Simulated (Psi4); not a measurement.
# One shape, several levels: triplet ZrO

Aim: a comparison of 6 runs (U-r2SCAN/def2-TZVP, U-revPBE/def2-TZVP, UBHLYP/def2-TZVP, UM06-2X/def2-TZVP, USVWN5/def2-TZVP, UTPSS/def2-TZVP) of triplet ZrO. 

Program for the calculation: Psi4 1.11.

1 further run of the same task is left out (set aside as unsound or not needed).

## Step 1: The structure to begin with

The species is ZrO (2 atoms), meant as a triplet with charge 0. SMILES of the parent species: `[O][Zr]`. The bond length is the one measured for the parent species. That shape belongs to the parent species and isn't relaxed for this state.

Bond lengths: O1–Zr2 1.712 Å.

## Step 2: Energy and forces at U-r2SCAN/def2-TZVP (core potential) (run 1)

Contents of calc.in:

```
memory 1.6 GB

molecule m {
  0 3
  O
  Zr 1 1.7116
  units angstrom
  symmetry c1
}

set basis def2-TZVP
set reference uks
set puream true
set e_convergence 1e-09
set d_convergence 1e-08
set scf_type pk
set dft_radial_points 99
set dft_spherical_points 590
set maxiter 100

e, wfn = gradient('r2scan', return_wfn=True)
oeprop(wfn, 'MAYER_INDICES', 'MULLIKEN_CHARGES', 'DIPOLE', title='R2SCAN')
```

Command:

```bash
$ psi4 -n 1 calc.in calc.out
```

calc.out:

```text
[...]
    !!!  WARNING: ECP capability is in beta. Please check occupations closely.  !!!
[...]
  Running in c1 symmetry.
[...]
  Nuclear repulsion =   29.680423127085774
[...]
  Multiplicity = 3
[...]
  Nalpha       = 11
  Nbeta        = 9
[...]
    Number of basis functions: 71
[...]
   @UKS iter   1:  -121.84224563802267    4.65608e-02   1.44914e-02 ADIIS/DIIS
[...]
   @UKS iter  29:  -122.27104601932612   -2.28923e-10   6.52094e-09 DIIS
[...]
   @S^2 Observed:                2.011983839E+00
[...]
  @UKS Final Energy:  -122.27104601932612
   => Energetics <=
    Nuclear Repulsion Energy =             29.6804231270857741
    One-Electron Energy =                -241.7841209655103967
    Two-Electron Energy =                 104.3351563912924860
    DFT Exchange-Correlation Energy =     -14.5025045721939776
    Empirical Dispersion Energy =           0.0000000000000000
    VV10 Nonlocal Energy =                  0.0000000000000000
    Total Energy =                       -122.2710460193261213
[...]
  -Total Gradient:
     Atom            X                  Y                   Z
    ------   -----------------  -----------------  -----------------
       1       -0.000000000520     0.000000000219     0.022251294428
       2        0.000000000527    -0.000000000217    -0.022213961715
[...]
 Multipole Moments:
 ------------------------------------------------------------------------------------
     Multipole            Electronic (a.u.)      Nuclear  (a.u.)        Total (a.u.)
 ------------------------------------------------------------------------------------
 L = 1.  Multiply by 2.5417464519 to convert [e a0] to [Debye]
 Dipole X            :          0.0000002            0.0000000            0.0000002
 Dipole Y            :          0.0000001            0.0000000            0.0000001
 Dipole Z            :         17.6279005          -16.1050990            1.5228016
 Magnitude           :                                                    1.5228016
[...]
  Mulliken Charges: (a.u.)
   Center  Symbol    Alpha    Beta     Spin     Total
       1     O     4.20654  4.35213 -0.14558 -0.55867
       2    ZR     6.79346  4.64787  2.14558  0.55867
   Total alpha = 11.00000, Total beta =  9.00000, Total charge = -0.00000
  Mayer Bond Indices:
  Total Bond Index:
  Irrep: 1 Size: 2 x 2
                 1                   2
[...]
```

It took 20 s on 1 thread of Intel Xeon 6975P-C (Granite Rapids), shared host; peak memory 0.78 GiB.

## Step 3: Energy and gradient at U-revPBE/def2-TZVP (core potential) (run 2)

Contents of ozr.xyz:

```xyz
2
OZr
O      0.000000     0.000000     0.000000
Zr     0.000000     0.000000     1.711600
```

Contents of job.py:

```python
import psi4

psi4.set_memory(1600000000)
psi4.set_num_threads(1)
psi4.core.set_output_file('psi4.out', False)

with open('ozr.xyz') as f:
    atoms = ''.join(f.readlines()[2:])
m = psi4.geometry('0 3\n' + atoms + 'symmetry c1\nno_reorient\nno_com')

options = {'basis': 'def2-TZVP', 'reference': 'uks', 'puream': True, 'e_convergence': 1e-09, 'd_convergence': 1e-08, 'scf_type': 'pk', 'dft_radial_points': 99, 'dft_spherical_points': 590, 'maxiter': 100}
psi4.set_options(options)

result, w = psi4.gradient('revpbe', molecule=m, return_wfn=True)
psi4.oeprop(w, 'MULLIKEN_CHARGES', 'WIBERG_LOWDIN_INDICES', 'LOWDIN_CHARGES', title='REVPBE')
print('gradient / Eh bohr^-1')
print(result.np.round(6))
print(f'energy = {w.energy():.10f} Eh')
```

Command:

```bash
$ python job.py
```

psi4.out:

```text
[...]
    !!!  WARNING: ECP capability is in beta. Please check occupations closely.  !!!
[...]
  Running in c1 symmetry.
[...]
  Nuclear repulsion =   29.680423127085771
[...]
  Multiplicity = 3
[...]
  Nalpha       = 11
  Nbeta        = 9
[...]
    Number of basis functions: 71
[...]
   @UKS iter   1:  -121.80623186012866    1.54768e-01   1.48101e-02 DIIS/ADIIS
[...]
   @UKS iter  14:  -122.30762509722109   -3.41061e-13   5.59723e-09 DIIS
[...]
   @S^2 Observed:                2.007385841E+00
[...]
  @UKS Final Energy:  -122.30762509722109
   => Energetics <=
    Nuclear Repulsion Energy =             29.6804231270857706
    One-Electron Energy =                -241.7301737705294897
    Two-Electron Energy =                 104.2759230903978107
    DFT Exchange-Correlation Energy =     -14.5337975441751777
    Empirical Dispersion Energy =           0.0000000000000000
    VV10 Nonlocal Energy =                  0.0000000000000000
    Total Energy =                       -122.3076250972210914
[...]
 Multipole Moments:
 ------------------------------------------------------------------------------------
     Multipole            Electronic (a.u.)      Nuclear  (a.u.)        Total (a.u.)
 ------------------------------------------------------------------------------------
 L = 1.  Multiply by 2.5417464519 to convert [e a0] to [Debye]
 Dipole X            :         -0.0000000            0.0000000           -0.0000000
 Dipole Y            :          0.0000000            0.0000000            0.0000000
 Dipole Z            :        -37.3869879           38.8134628            1.4264749
 Magnitude           :                                                    1.4264749
[...]
  -Total Gradient:
     Atom            X                  Y                   Z
    ------   -----------------  -----------------  -----------------
       1       -0.000000000235     0.000000000137     0.030860565740
       2        0.000000000235    -0.000000000137    -0.030857927177
[...]
  Mulliken Charges: (a.u.)
   Center  Symbol    Alpha    Beta     Spin     Total
       1     O     4.18904  4.30339 -0.11435 -0.49244
       2    ZR     6.81096  4.69661  2.11435  0.49244
   Total alpha = 11.00000, Total beta =  9.00000, Total charge = -0.00000
  Lowdin Charges: (a.u.)
   Center  Symbol    Alpha    Beta     Spin     Total
       1     O     4.08703  4.16733 -0.08030 -0.25436
       2    ZR     6.91297  4.83267  2.08030  0.25436
  Total alpha = 11.00000, Total beta =  9.00000, Total charge = -0.00000
[...]
```

The script printed:

```text
gradient / Eh bohr^-1
[[-0.        0.        0.030861]
 [ 0.       -0.       -0.030858]]
energy = -122.3076250972 Eh
```

It took 7.2 s on 1 thread of Intel Xeon 6975P-C (Granite Rapids), shared host; peak memory 0.47 GiB.

Runs 3 to 5 aren't shown in full; the table further down has their settings and results.

## Step 4: Energy and forces at UTPSS/def2-TZVP (core potential) (run 6)

Contents of ozr.dat:

```
memory 1.6 GB

molecule {
  0 3
  O
  Zr 1 r2

  r2 = 1.7116
  units angstrom
  symmetry c1
}

set {
  reference            uks
  puream               true
  e_convergence        1e-09
  d_convergence        1e-08
  scf_type             pk
  dft_radial_points    99
  dft_spherical_points 590
  maxiter              100
}

E = gradient('tpss/def2-TZVP')
print_variables()
```

Command:

```bash
$ psi4 -i ozr.dat -o ozr.out -n 1
```

ozr.out:

```text
[...]
    !!!  WARNING: ECP capability is in beta. Please check occupations closely.  !!!
[...]
  Running in c1 symmetry.
[...]
  Nuclear repulsion =   29.680423127085774
[...]
  Multiplicity = 3
[...]
  Nalpha       = 11
  Nbeta        = 9
[...]
    Number of basis functions: 71
[...]
   @UKS iter   1:  -121.82065182736568    1.15355e-01   1.52170e-02 ADIIS/DIIS
[...]
   @UKS iter  14:  -122.28813864967711   -1.16529e-12   3.74295e-09 DIIS
[...]
   @S^2 Observed:                2.007027398E+00
[...]
    Orbital Energies [Eh]
    ---------------------
    Alpha Occupied:
       1A    -18.847183     2A     -2.015687     3A     -1.210917
       4A     -1.183451     5A     -1.183451     6A     -0.767955
       7A     -0.276049     8A     -0.276049     9A     -0.268573
      10A     -0.158948    11A     -0.135369
    Alpha Virtual:
      12A     -0.094911    13A     -0.076400    14A     -0.076400
      15A     -0.048779    16A      0.003402    17A      0.003402
      18A      0.041622    19A      0.058636    20A      0.102257
      21A      0.102257    22A      0.126027    23A      0.135068
      24A      0.135068    25A      0.139224    26A      0.153485
[...]
  @UKS Final Energy:  -122.28813864967711
   => Energetics <=
    Nuclear Repulsion Energy =             29.6804231270857741
    One-Electron Energy =                -241.7460885758941629
    Two-Electron Energy =                 104.2926862720549650
    DFT Exchange-Correlation Energy =     -14.5151594729236955
    Empirical Dispersion Energy =           0.0000000000000000
    VV10 Nonlocal Energy =                  0.0000000000000000
    Total Energy =                       -122.2881386496771086
[...]
 Multipole Moments:
 ------------------------------------------------------------------------------------
     Multipole            Electronic (a.u.)      Nuclear  (a.u.)        Total (a.u.)
 ------------------------------------------------------------------------------------
 L = 1.  Multiply by 2.5417464519 to convert [e a0] to [Debye]
 Dipole X            :         -0.0000000            0.0000000           -0.0000000
 Dipole Y            :         -0.0000000            0.0000000           -0.0000000
 Dipole Z            :         17.5911642          -16.1050990            1.4860653
 Magnitude           :                                                    1.4860653
[...]
  -Total Gradient:
     Atom            X                  Y                   Z
    ------   -----------------  -----------------  -----------------
       1        0.000000001854     0.000000001578     0.032740288755
       2       -0.000000001852    -0.000000001576    -0.032722808402
[...]
```

Wall time 14 s (1 thread of Intel Xeon 6975P-C (Granite Rapids), shared host); peak memory 0.78 GiB.

## Step 5: The series

| run | level | task | energy (Eh) | dipole moment (D) | HOMO energy (eV) | LUMO energy (eV) | wall time |
| --- | --- | --- | --- | --- | --- | --- | --- |
| 1 | U-r2SCAN/def2-TZVP (core potential) | gradient | -122.271046 | 3.87 | -3.95 | -2.51 | 20 s |
| 2 | U-revPBE/def2-TZVP (core potential) | gradient | -122.307625 | 3.63 | -3.56 | -2.93 | 7.2 s |
| 3 | UBHLYP/def2-TZVP (core potential) | energy | -122.145384 | 4.36 | -5.53 | -2.03 | 6 s |
| 4 | UM06-2X/def2-TZVP (core potential) | gradient | -122.151394 | 4.12 | -5.88 | -3.87 | 12 s |
| 5 | USVWN5/def2-TZVP (core potential) | gradient | -121.641458 | 3.77 | -3.52 | -3.38 | 6 s |
| 6 | UTPSS/def2-TZVP (core potential) | gradient | -122.288139 | 3.78 | -3.68 | -3.06 | 14 s |

## Step 6: What came out

| quantity | value |
| --- | --- |
| run 6: total energy | -122.28814 Eh |
| run 6: dipole moment | 3.78 D |
| run 6: HOMO energy (highest over α and β) | -3.68 eV |
| run 6: LUMO energy (lowest over α and β) | -3.06 eV |
| run 6: ⟨S²⟩ | 2.007 |
| run 6: largest force on an atom | 1.684 eV/Å |

What this shows: The dipole moment (its size) runs from 3.63 D (U-revPBE/def2-TZVP) to 4.36 D (UBHLYP/def2-TZVP). Totals of different functionals can't be ranked against each other. All runs together took 65 s, the longest 20 s.

Huber and Herzberg's tables give the ground state of this molecule as 1Σ+; the runs here treat another spin state.
